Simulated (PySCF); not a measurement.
# C₂H₅GeOS−: NMR shifts at several levels of theory

Aim: compute the NMR shifts of C₂H₅GeOS− (`C=C([S-])[O][GeH3]`) at several levels, and see how far they spread and what each costs.

The runs use PySCF 2.14.0, with density-fitted response routines of our own; the level of theory stands in each step. All values are computed, except where a source is named. Atoms count from 0, in the outputs and in this text.

### Step 1. Starting geometry

10 atoms, charge -1, multiplicity 1; geometry from: GFN2-xTB.

Bonds of the start (Å): C0–C1 1.33, C1–S2 1.72, C1–O3 1.36, O3–Ge4 1.80, C0–H5 1.07, C0–H6 1.08, Ge4–H7 1.52, Ge4–H8 1.55, Ge4–H9 1.52.

### Step 2. Geometry optimisation at PBE0-D3(BJ)/def2-SVP

Job settings and geometry (Å):

```
{"job": {"xc": "PBE0", "basis": "def2-SVP", "d3": "d3bj", "grid": 1, "kind": "geom"}, "charge": -1, "multiplicity": 1}
C      2.182910     0.104190     0.024343
C      0.858823     0.245806    -0.023386
S     -0.004321     1.717913    -0.267433
O      0.017053    -0.812835     0.124142
Ge    -1.689878    -0.239963     0.001785
H      2.831338     0.952679    -0.094360
H      2.630405    -0.864128     0.182848
H     -2.305905     0.482531     1.183460
H     -2.256042    -1.670322     0.211514
H     -2.255499     0.088783    -1.365440
```

Standard output:

```text
step   0  E = -2628.59909515  max force = 0.016233
step   1  E = -2628.60211974  max force = 0.013225
step   2  E = -2628.60295519  max force = 0.004197
step   3  E = -2628.60304312  max force = 0.002429
step   4  E = -2628.60311713  max force = 0.001648
step   5  E = -2628.60316214  max force = 0.001213
step   6  E = -2628.60318850  max force = 0.001331
step   7  E = -2628.60319713  max force = 0.000573
step   8  E = -2628.60319890  max force = 0.000123
optimisation converged
```

Wall time 41 s (1 thread, shared host).

Step by step:

| step | energy from step 0 (eV) | largest force component (eV/Å) |
| --- | --- | --- |
| 0 | 0.0000 | 0.8347 |
| 1 | -0.0823 | 0.6801 |
| 2 | -0.1050 | 0.2158 |
| 3 | -0.1074 | 0.1249 |
| 4 | -0.1094 | 0.0847 |
| 5 | -0.1107 | 0.0624 |
| 6 | -0.1114 | 0.0684 |
| 7 | -0.1116 | 0.0295 |
| 8 | -0.1117 | 0.0063 |

Close pairs (by a distance rule), those that changed most:

| bond | before (Å) | after (Å) | change (Å) |
| --- | --- | --- | --- |
| S2–Ge4 | 2.597 | 2.680 | +0.083 |
| Ge4–H9 | 1.516 | 1.552 | +0.036 |
| Ge4–H7 | 1.516 | 1.552 | +0.036 |
| O3–Ge4 | 1.805 | 1.839 | +0.034 |
| Ge4–H8 | 1.553 | 1.586 | +0.033 |
| C0–C1 | 1.332 | 1.355 | +0.023 |
| C1–S2 | 1.724 | 1.742 | +0.018 |
| C0–H5 | 1.074 | 1.090 | +0.015 |

The next job starts from the end point, and lists it.

| at the end point | value |
| --- | --- |
| point group (found at 0.08 Å tolerance) | Cs |
| rotational constants (GHz, main isotopes) | 4.986, 1.756, 1.322 |

### Step 3. Shielding tensors: PBE0/cc-pVTZ

Job settings and geometry (Å):

```
{"job": {"kind": "nmr", "xc": "PBE0", "basis": "cc-pVTZ", "pop": true}, "charge": -1, "multiplicity": 1}
C      1.875783     0.388797     0.218491
C      0.535585     0.580471     0.154439
S     -0.328015     2.070930    -0.105648
O     -0.302581    -0.482490     0.302775
Ge    -2.059326     0.042631     0.164938
H      2.562317     1.227183     0.101457
H      2.272953    -0.615594     0.387389
H     -2.753530     0.784940     1.337835
H     -2.578765    -1.440608     0.375732
H     -2.679992     0.394213    -1.213594
```

Level: GIAO PBE0/cc-pVTZ NMR shielding, non-relativistic, gas phase.

Standard output:

```text
coarse grid: 41632 points
cycle   1  E = -2629.0783127389  dE = -1.064e-01  |g| = 8.306e-01  |ddm| = 5.818e+00
cycle   2  E = -2628.8875167434  dE =  1.908e-01  |g| = 1.316e+00  |ddm| = 2.974e+00
cycle   3  E = -2629.1990746141  dE = -3.116e-01  |g| = 2.522e-01  |ddm| = 1.778e+00
cycle   4  E = -2629.2117345902  dE = -1.266e-02  |g| = 5.782e-02  |ddm| = 3.747e-01
cycle   5  E = -2629.2123966149  dE = -6.620e-04  |g| = 2.757e-02  |ddm| = 1.188e-01
cycle   6  E = -2629.2125957929  dE = -1.992e-04  |g| = 6.792e-03  |ddm| = 4.744e-02
cycle   7  E = -2629.2126072141  dE = -1.142e-05  |g| = 1.733e-03  |ddm| = 1.207e-02
cycle   8  E = -2629.2126080541  dE = -8.400e-07  |g| = 3.591e-04  |ddm| = 3.002e-03
final grid: 85272 points
cycle   9  E = -2629.2126204840  dE = -6.539e-08  |g| = 4.353e-04  |ddm| = 3.797e-03
cycle  10  E = -2629.2126204362  dE =  4.782e-08  |g| = 6.346e-04  |ddm| = 1.513e-03
cycle  11  E = -2629.2126205261  dE = -8.988e-08  |g| = 1.188e-04  |ddm| = 9.090e-04
cycle  12  E = -2629.2126205291  dE = -3.031e-09  |g| = 1.654e-05  |ddm| = 1.707e-04
cycle  13  E = -2629.2126205292  dE = -5.002e-11  |g| = 7.461e-06  |ddm| = 3.432e-05
converged SCF energy = -2629.2126205292

GIAO shielding tensors (ppm)
atom      isotropic    diamagn.    paramagn.     s11        s22        s33       span
  0 C      119.185     255.320    -136.136     36.020    149.017    172.516    136.496
  1 C        4.066     244.195    -240.129   -105.266     23.043     94.421    199.687
  2 S      441.421    1059.329    -617.909    216.513    398.446    709.304    492.792
  3 O       74.054     389.588    -315.534    -47.231     37.508    231.885    279.117
  4 Ge    1654.454    2750.359   -1095.905   1442.002   1692.265   1829.096    387.095
  5 H       28.020      31.218      -3.198     24.896     26.571     32.594      7.699
  6 H       27.723      32.171      -4.448     24.130     26.136     32.902      8.772
  7 H       25.483      27.464      -1.981     18.127     22.665     35.658     17.531
  8 H       26.954      28.753      -1.798     21.137     22.359     37.367     16.230
  9 H       25.447      27.610      -2.164     18.058     22.676     35.605     17.547
```

It took 26 s on 1 thread, shared host.

Shifts follow as δ = σ(reference) − σ, with reference shieldings (ppm) from runs at the same level and on the same kind of geometry: ¹H TMS 31.29, ¹³C TMS 187.3, ¹⁷O H2O 334.8, ³³S CS2 525, ⁷³Ge GeMe4 1415. The references are single molecules in the gas phase, so shifts against H2O, NH3, PH3, H3PO4 or CFCl3 are not on the usual liquid scales and can be off by tens of ppm. Atoms listed in one row are averaged.

| atoms | environment | σ (ppm) | δ (ppm) |
| --- | --- | --- | --- |
| C1 | alkene carbon bearing oxygen | 4.1 | 183.2 |
| C0 | β carbon of an enol-ether or enamine type C=C | 119.2 | 68.1 |
| H7, H8, H9 | hydrogen on a germanium bonded to O | 25.96 | 5.33 |
| H6 | hydrogen on a β carbon of an enol-ether or enamine type C=C | 27.72 | 3.57 |
| H5 | hydrogen on a β carbon of an enol-ether or enamine type C=C | 28.02 | 3.27 |
| S2 | sulfur bonded to C | 441 | 83 |
| O3 | oxygen bonded to C, Ge | 74.1 | 260.8 |
| Ge4 | germanium bonded to O, 3 H | 1654 | -239 |

The run also stored atomic charges by several schemes (e):

| atoms | Mulliken | IAO | Hirshfeld | ESP fit |
| --- | --- | --- | --- | --- |
| C0 | -0.44 | -0.52 | -0.25 | -0.84 |
| C1 | 0.26 | 0.13 | 0.01 | 0.39 |
| S2 | -0.57 | -0.46 | -0.38 | -0.60 |
| O3 | -0.38 | -0.58 | -0.25 | -0.36 |
| Ge4 | 0.47 | 0.63 | 0.25 | 0.54 |

Mayer bond orders: C0–C1 1.70, C1–S2 1.15, C1–O3 1.12, O3–Ge4 0.94.

### Step 4. Shielding tensors: PBE0/aug-cc-pVDZ

The job, as its differences from that of step 3:

```diff
@@ -1,2 +1,2 @@
-{"job": {"kind": "nmr", "xc": "PBE0", "basis": "cc-pVTZ", "pop": true}, "charge": -1, "multiplicity": 1}
+{"job": {"kind": "nmr", "xc": "PBE0", "basis": "aug-cc-pVDZ", "pop": true}, "charge": -1, "multiplicity": 1}
 C      1.875783     0.388797     0.218491
```

With the program's defaults for keys left out, this is: GIAO PBE0/aug-cc-pVDZ NMR shielding, non-relativistic, gas phase.

Standard output:

```text
coarse grid: 41632 points
cycle   1  E = -2628.9803929706  dE = -8.640e-02  |g| = 6.971e-01  |ddm| = 7.556e+00
cycle   2  E = -2628.8003882855  dE =  1.800e-01  |g| = 1.178e+00  |ddm| = 3.304e+00
cycle   3  E = -2629.0875022682  dE = -2.871e-01  |g| = 2.096e-01  |ddm| = 1.950e+00
cycle   4  E = -2629.0975590178  dE = -1.006e-02  |g| = 5.357e-02  |ddm| = 4.666e-01
cycle   5  E = -2629.0982569923  dE = -6.980e-04  |g| = 2.154e-02  |ddm| = 1.359e-01
cycle   6  E = -2629.0983841370  dE = -1.271e-04  |g| = 5.313e-03  |ddm| = 4.999e-02
cycle   7  E = -2629.0983925965  dE = -8.459e-06  |g| = 1.125e-03  |ddm| = 1.436e-02
final grid: 85272 points
cycle   8  E = -2629.0984023192  dE =  1.793e-07  |g| = 1.459e-03  |ddm| = 9.590e-03
cycle   9  E = -2629.0984015722  dE =  7.470e-07  |g| = 2.221e-03  |ddm| = 8.219e-03
cycle  10  E = -2629.0984029381  dE = -1.366e-06  |g| = 3.759e-04  |ddm| = 4.739e-03
cycle  11  E = -2629.0984029686  dE = -3.049e-08  |g| = 4.488e-05  |ddm| = 6.383e-04
cycle  12  E = -2629.0984029692  dE = -6.003e-10  |g| = 8.090e-06  |ddm| = 9.652e-05
converged SCF energy = -2629.0984029692

GIAO shielding tensors (ppm)
atom      isotropic    diamagn.    paramagn.     s11        s22        s33       span
  0 C      130.221     236.208    -105.987     52.291    158.760    179.612    127.322
  1 C       17.936     215.197    -197.261    -85.727     34.783    104.752    190.479
  2 S      461.033    1058.356    -597.323    266.284    434.616    682.199    415.915
  3 O       89.417     391.379    -301.962    -26.347     57.544    237.055    263.402
  4 Ge    1758.214    2752.503    -994.289   1574.538   1774.582   1925.521    350.983
  5 H       27.860      39.335     -11.475     24.956     26.421     32.204      7.248
  6 H       27.642      37.581      -9.939     24.043     26.235     32.647      8.604
  7 H       25.261      25.048       0.213     17.836     22.482     35.466     17.630
  8 H       26.735      27.557      -0.821     20.831     22.135     37.239     16.407
  9 H       25.226      25.260      -0.034     17.768     22.497     35.412     17.644
```

Run time: 17 s. Hardware: 1 thread, shared host.

This run: δ C1 177.2, C0 64.9, S2 97, O3 246.5, H7 5.65, H6 3.75 ppm (means over like atoms).

### Step 5. Nuclear shieldings: PBE0/pcSseg-0

The job, as its differences from that of step 4:

```diff
@@ -1,2 +1,2 @@
-{"job": {"kind": "nmr", "xc": "PBE0", "basis": "aug-cc-pVDZ", "pop": true}, "charge": -1, "multiplicity": 1}
+{"job": {"kind": "nmr", "xc": "PBE0", "basis": "pcSseg-0", "pop": true}, "charge": -1, "multiplicity": 1}
 C      1.875783     0.388797     0.218491
```

Method: GIAO PBE0/pcSseg-0 NMR shielding, non-relativistic, gas phase.

Standard output:

```text
coarse grid: 41632 points
cycle   1  E = -2625.7895519337  dE = -6.391e-01  |g| = 6.821e-01  |ddm| = 3.554e+00
cycle   2  E = -2625.6728178661  dE =  1.167e-01  |g| = 1.053e+00  |ddm| = 2.163e+00
cycle   3  E = -2625.8875541268  dE = -2.147e-01  |g| = 1.665e-01  |ddm| = 1.290e+00
cycle   4  E = -2625.8938552429  dE = -6.301e-03  |g| = 5.011e-02  |ddm| = 3.191e-01
cycle   5  E = -2625.8944176975  dE = -5.625e-04  |g| = 2.052e-02  |ddm| = 8.942e-02
cycle   6  E = -2625.8945316089  dE = -1.139e-04  |g| = 3.114e-03  |ddm| = 3.028e-02
cycle   7  E = -2625.8945337923  dE = -2.183e-06  |g| = 1.443e-03  |ddm| = 6.010e-03
final grid: 85272 points
cycle   8  E = -2625.8945482530  dE =  6.710e-07  |g| = 2.107e-03  |ddm| = 5.645e-03
cycle   9  E = -2625.8945466280  dE =  1.625e-06  |g| = 3.153e-03  |ddm| = 7.939e-03
cycle  10  E = -2625.8945495616  dE = -2.934e-06  |g| = 1.734e-04  |ddm| = 4.751e-03
cycle  11  E = -2625.8945495694  dE = -7.714e-09  |g| = 1.746e-05  |ddm| = 2.228e-04
cycle  12  E = -2625.8945495694  dE = -8.913e-11  |g| = 3.659e-06  |ddm| = 3.263e-05
converged SCF energy = -2625.8945495694

GIAO shielding tensors (ppm)
atom      isotropic    diamagn.    paramagn.     s11        s22        s33       span
  0 C      115.445     255.084    -139.640     28.318    152.836    165.181    136.862
  1 C        5.926     263.202    -257.276   -107.189     26.575     98.391    205.580
  2 S      444.848    1055.200    -610.352    165.355    390.711    778.478    613.123
  3 O       77.386     396.699    -319.313    -61.590     25.643    268.104    329.694
  4 Ge    1784.615    2744.490    -959.875   1558.450   1796.519   1998.877    440.427
  5 H       29.973      30.855      -0.882     26.400     28.235     35.283      8.883
  6 H       29.273      31.438      -2.165     25.624     26.825     35.371      9.748
  7 H       27.618      27.623      -0.005     20.857     23.310     38.687     17.830
  8 H       28.256      28.669      -0.413     22.097     24.079     38.590     16.494
  9 H       27.589      27.540       0.048     20.803     23.313     38.650     17.846
```

Run time: 5 s. Hardware: 1 thread, shared host.

In short: δ C1 187.6, C0 78.1, S2 71, O3 260.5, H7 5.01, H6 3.56 ppm (means over like atoms).

### Step 6. Side by side: NMR shifts

Shifts (ppm) of some atoms, chosen among heavy atoms and hydrogens apart, means over like atoms, with basis size and wall time:

| run | C1 | C0 | H7 | H5 | S2 | O3 | Ge4 | functions | time |
| --- | --- | --- | --- | --- | --- | --- | --- | --- | --- |
| PBE0/cc-pVTZ | 183.2 | 68.1 | 5.33 | 3.27 | 83 | 260.8 | -239 | 237 | 26 s |
| PBE0/aug-cc-pVDZ | 177.2 | 64.9 | 5.65 | 3.54 | 97 | 246.5 | -244 | 177 | 17 s |
| PBE0/pcSseg-0 | 187.6 | 78.1 | 5.01 | 2.86 | 71 | 260.5 | -236 | 75 | 5 s |

### Step 7. What came out

```
                                                             quantity                 value
                                                          point group                    Cs
                                 rotational constants (main isotopes)  4.99, 1.76, 1.32 GHz
                                ¹³C shifts against TMS (PBE0/cc-pVTZ)       183.2, 68.1 ppm
¹H shifts against TMS (PBE0/cc-pVTZ, means over atoms taken as alike)  5.33, 3.57, 3.27 ppm
                                ³³S shifts against CS2 (PBE0/cc-pVTZ)                83 ppm
                                ¹⁷O shifts against H2O (PBE0/cc-pVTZ)             260.8 ppm
                             ⁷³Ge shifts against GeMe4 (PBE0/cc-pVTZ)              -239 ppm
                                             range of the shift of S2          71 to 97 ppm
```

Single values in the summary come from the first run of each kind that ended normally (PBE0/cc-pVTZ), which need not be the best level. Over 8 steps the energy fell by 0.112 eV; of the close pairs, S2–Ge4 changed most, 2.597 to 2.680 Å. No frequency check was run at this level, so the end point may be a saddle. At PBE0/cc-pVTZ: The largest span, 493 ppm, is at S2, where the paramagnetic term is -618 ppm. Across the 3 runs the shift of S2 moves most, between 71 (PBE0/pcSseg-0) and 97 ppm (PBE0/aug-cc-pVDZ). Spin-orbit coupling is left out, which matters for shieldings and couplings at and beside the heavy atoms.
